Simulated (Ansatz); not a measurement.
# Ti: response to strain

Aim: deform Ti (zz strain of -1 %) and compute stress, forces and field gradients with LAPW, PAW and all-electron datasets made for the crystal.

Computed with Ansatz 0.2.0 (DFT PBEsol, scalar-relativistic, unless a step's input says otherwise).

2 further runs of the same task are left out: 2 set aside as unsound or not needed.

## 1. The system as given

It takes space group Im-3m (No. 229, cubic). Conventional cell: a = 3.282 Å, b = 3.282 Å, c = 3.282 Å, α = 90.00°, β = 90.00°, γ = 90.00°. Ti (site symmetry m-3m) is surrounded by 8 Ti at 2.84 Å.

Coordinates:

```cif
data_structure
_symmetry_space_group_name_H-M 'Im-3m'
_symmetry_Int_Tables_number 229
_cell_length_a 3.2820
_cell_length_b 3.2820
_cell_length_c 3.2820
_cell_angle_alpha 90.000
_cell_angle_beta 90.000
_cell_angle_gamma 90.000
_cell_volume 35.35
loop_
_atom_site_label
_atom_site_type_symbol
_atom_site_symmetry_multiplicity
_atom_site_Wyckoff_symbol
_atom_site_fract_x
_atom_site_fract_y
_atom_site_fract_z
_atom_site_occupancy
Ti1 Ti 2 a 0.00000 0.00000 0.00000 1
```

The file gives the conventional cell by its symmetry; the runs use the cell typed in the input.

## 2. The deformed structure

Space group Im-3m before, I4/mmm after.

## 3. LAPW, all electrons

File input.yaml:

```yaml
crystal:
  lattice:
    - [-1.641, 1.641, 1.62459]
    - [1.641, -1.641, 1.62459]
    - [1.641, 1.641, -1.62459]
  atoms:
    - { symbol: Ti, position: [0.0, 0.0, 0.0] }
kpoints:
  mp_grid: { grid: [14, 14, 14] }
  band_path:
    path:
      - [0.0, 0.0, 0.0]
      - [0.0, 0.0, 0.5]
      - [-0.5, 0.5, 0.5]
      - [0.0, 0.0, 0.0]
      - [0.495025, 0.495025, -0.495025]
      - [-0.495025, 0.504975, 0.495025]
      - [-0.5, 0.5, 0.5]
      - [0.0, 0.0, 0.5]
      - [0.25, 0.25, 0.25]
    npoints: 5
scf:
  occupations: { method: fermi_dirac, width: 0.05 }
hamiltonian:
  xc: pbesol
  pseudopotentials: { kind: all_electron, lapw: { basis_error: 0.00025 } }
output:
  forces: true
  stress: true
  eigenvalues: true
```

The run is started by

```sh
> ansatz run input.yaml --threads 1 --pin off --max-ram 3072MiB --backend cpu --events-out ev --progress --plain --runs-dir out
```

## 4. Frozen-core PAW

File input.yaml:

```yaml
crystal:
  lattice:
    - [-1.641, 1.641, 1.62459]
    - [1.641, -1.641, 1.62459]
    - [1.641, 1.641, -1.62459]
  atoms:
    - { symbol: Ti, position: [0.0, 0.0, 0.0] }
kpoints:
  mp_grid: { grid: [14, 14, 14] }
scf:
  occupations: { method: fermi_dirac, width: 0.05 }
hamiltonian:
  xc: pbesol
  pseudopotentials: { kind: paw }
output:
  forces: true
  stress: true
  eigenvalues: true
  efg: { contact_densities: true }
```

## 5. Datasets made for this crystal

Changes to input.yaml since step 4:

```diff
@@ -13,3 +13,3 @@
   xc: pbesol
-  pseudopotentials: { kind: paw }
+  pseudopotentials: { kind: all_electron, datasets: crystal }
 output:
```

(Steps that only read results are left out.)

What does the calculation give? Wanted: pressure; largest shear or deviatoric stress.

**Answer**, as computed:

| quantity | value |
| --- | --- |
| pressure | LAPW -5.74, PAW -5.73, crystal datasets -5.74 GPa |
| largest shear or deviatoric stress (LAPW) | 0.22 GPa |

In words: Against the undeformed cell the largest change of stress is +1.03 GPa, in the xx component (others tie with it). PAW: stress within 0.01 GPa of LAPW. Crystal datasets: stress within 0.01 GPa of LAPW.
